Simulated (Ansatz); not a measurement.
**BFH6SSi2: basis-set convergence**

One table from this session's results is given with a row withheld; the runs are named, their logs left out.

Program: Ansatz 0.2.0, Gaussian basis. Level of theory: one geometry, several basis sets. These are calculated values, not measurements.

Plan: PBE0-D4/def2-SVP; ωB97M-V/def2-SVP; PBE0-D4/def2-QZVPP; ωB97M-V/def2-QZVPP; the functionals' def2-TZVPP values are taken from earlier runs.

## The geometry

An earlier PBE0-D4 in a triple-zeta def2 set relaxation fixed the geometry.

SMILES `FB(S)[SiH2][SiH3]`, 11 atoms, charge 0, spin multiplicity 1.

Atoms are counted from 1 here; the program's logs count them from 0.

Bond lengths: F1–B2 1.330 Å, B2–S3 1.796 Å, B2–Si4 2.026 Å, S3–H6 1.347 Å, Si4–Si5 2.343 Å, Si4–H7 1.490 Å, Si4–H8 1.489 Å, Si5–H9 1.488 Å, Si5–H10 1.487 Å, Si5–H11 1.488 Å. Angles: F1–B2–S3 119.7°, F1–B2–Si4 120.3°, S3–B2–Si4 120.0°, B2–S3–H6 96.9°, B2–Si4–Si5 109.1°, B2–Si4–H7 110.1°, B2–Si4–H8 110.4°, Si5–Si4–H7 109.0°, Si5–Si4–H8 109.3°, H7–Si4–H8 108.9°, Si4–Si5–H9 109.8°, Si4–Si5–H10 109.9°, Si4–Si5–H11 110.8°, H9–Si5–H10 108.6°, H9–Si5–H11 108.7°, H10–Si5–H11 108.8°.

The first run:

in.yaml

```yaml
crystal:
  periodic: [false, false, false]
  atoms:
    - {symbol: F, position_ang: [1.809495, -1.152999, 1.124049]}
    - {symbol: B, position_ang: [0.599117, -0.640400, 1.325069]}
    - {symbol: S, position_ang: [0.205472, 0.116702, 2.905424]}
    - {symbol: Si, position_ang: [-0.778073, -0.655575, -0.160627]}
    - {symbol: Si, position_ang: [-0.158661, 0.904260, -1.794984]}
    - {symbol: H, position_ang: [1.411788, -0.064434, 3.477330]}
    - {symbol: H, position_ang: [-0.847293, -2.008652, -0.781112]}
    - {symbol: H, position_ang: [-2.122252, -0.301663, 0.373325]}
    - {symbol: H, position_ang: [-0.102934, 2.265569, -1.197582]}
    - {symbol: H, position_ang: [1.185620, 0.566437, -2.334674]}
    - {symbol: H, position_ang: [-1.136978, 0.913755, -2.915619]}
basis:
  gaussian: {orbitals: def2-SVP}
hamiltonian: {xc: pbe0, dispersion: d4}
output: {orbitals: {seedname: orbitals}}
```

Steps of the session up to this table: PBE0-D4 in def2-SVP; ωB97M-V in def2-SVP; PBE0-D4 in def2-QZVPP; ωB97M-V in def2-QZVPP.

One table of the session follows, with a row left open; its other results are not shown here.

It belongs to the step «Functionals by basis». 

| functional | basis | HOMO (eV) |
| --- | --- | --- |
| PBE0-D4 | def2-SVP | -8.02 |
| PBE0-D4 | def2-TZVPP | -8.02 |
| PBE0-D4 | def2-QZVPP | -8.03 |
| ωB97M-V | def2-SVP | -10.00 |
| ωB97M-V | def2-TZVPP | -10.03 |
| ωB97M-V | def2-QZVPP | ? |

**Question.** Estimate the row for ωB97M-V, def2-QZVPP.

**Answer.** HOMO (eV): -10.04. In the column «HOMO (eV)» it is the lowest.
